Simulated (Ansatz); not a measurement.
# MgSi4N: one candidate of a structure search

Where does this trial cell of MgSi4N go when cell and atoms are let free?

Method: DFT PBE, scalar-relativistic, plane waves, PAW, in Ansatz 0.2.0.

## (1) The starting structure

The structure is orthorhombic, space group Cmmm (No. 65). The conventional cell has a = 5.095 Å, b = 8.565 Å, c = 4.108 Å, α = 90.00°, β = 90.00°, γ = 90.00°. Mg (site symmetry mmm) has 8 Si at 2.49 to 2.51 Å as nearest neighbours. Si (site symmetry m2m) is surrounded by 2 Mg at 2.51 Å and 4 Si at 2.52 Å. Si (site symmetry 2/m) has 2 Mg at 2.49 Å and 6 Si at 2.52 to 2.55 Å as nearest neighbours. N (site symmetry mmm) has 14 Si at 2.84 to 3.23 Å as nearest neighbours.

Structure file:

```xyz
6
Lattice="2.5473 -4.2827 0.0000 2.5473 4.2827 0.0000 0.0000 0.0000 4.1081" Properties=species:S:1:pos:R:3 pbc="T T T"
Mg    0.0000    0.0000    2.0541
Si    2.5473    2.8408    0.0000
Si    2.5473   -2.8408    0.0000
Si    1.2737    2.1413    2.0541
Si    1.2737   -2.1413    2.0541
N     2.5473    0.0000    0.0000
```

Recipe of the guess: species swapped into a database cell of TmAlNi4 (Cmmm, No. 65), with N on the Tm sites, Mg on the Al sites and Si on the Ni sites. The dimensions are guesses.

## (2) The guess as it stands, on a coarse mesh

input.yaml

```yaml
crystal:
  lattice:
    - [2.54731413, -4.28267948, 0.0]
    - [2.54731413, 4.28267948, 0.0]
    - [0.0, 0.0, 4.10814919]
  atoms:
    - { symbol: Mg, position: [0.0, 0.0, 0.5] }
    - { symbol: Si, position: [0.1683408, 0.8316592, 0.0] }
    - { symbol: Si, position: [0.8316592, 0.1683408, 0.0] }
    - { symbol: Si, position: [0.0, 0.5, 0.5] }
    - { symbol: Si, position: [0.5, 0.0, 0.5] }
    - { symbol: "N", position: [0.5, 0.5, 0.0] }
basis:
  ecutwfc: 420
kpoints:
  mp_grid: { grid: [4, 4, 4] }
hamiltonian:
  xc: pbe
scf:
  occupations: { method: gaussian, width: 0.1 }
  lower_state_search: "off"
output:
  forces: true
  stress: true
  eigenvalues: true
```

The run is started by

```sh
$ ansatz run input.yaml --threads 1 --pin off --max-ram 2560MiB --backend cpu --events-out ev --progress --plain --runs-dir out
```

The session goes on with these runs: spin check on a coarse mesh; rough relaxation on the coarse mesh; relaxation on the finer mesh.

**Question.** What will these runs give? Wanted: conventional cell; volume; energy over the elements; gap on the mesh.

The runs gave:

| quantity | value |
| --- | --- |
| symmetry at the end (tolerance 0.05 Å) | space group Cmmm (No. 65) |
| conventional cell | a = 4.308 Å, b = 10.231 Å, c = 4.527 Å, α = 90.00°, β = 90.00°, γ = 90.00° |
| volume | 16.63 Å³/atom |
| energy over the elements (uncorrected; H, N, O, F and Cl as molecules) | +1.05 eV/atom |
| gap on the mesh | none (metal) |

**Reading.** The space group Cmmm (No. 65) is kept, and the volume per atom grows by 11.3 % from the first guess. The formation energy is positive, so the separate elements lie lower. No finished test with a distortion of lower symmetry is shown, so the end may be a saddle point. Some metallic runs here have no spin polarisation while others do, so their energies compare only roughly. Other magnetic orders were not searched.
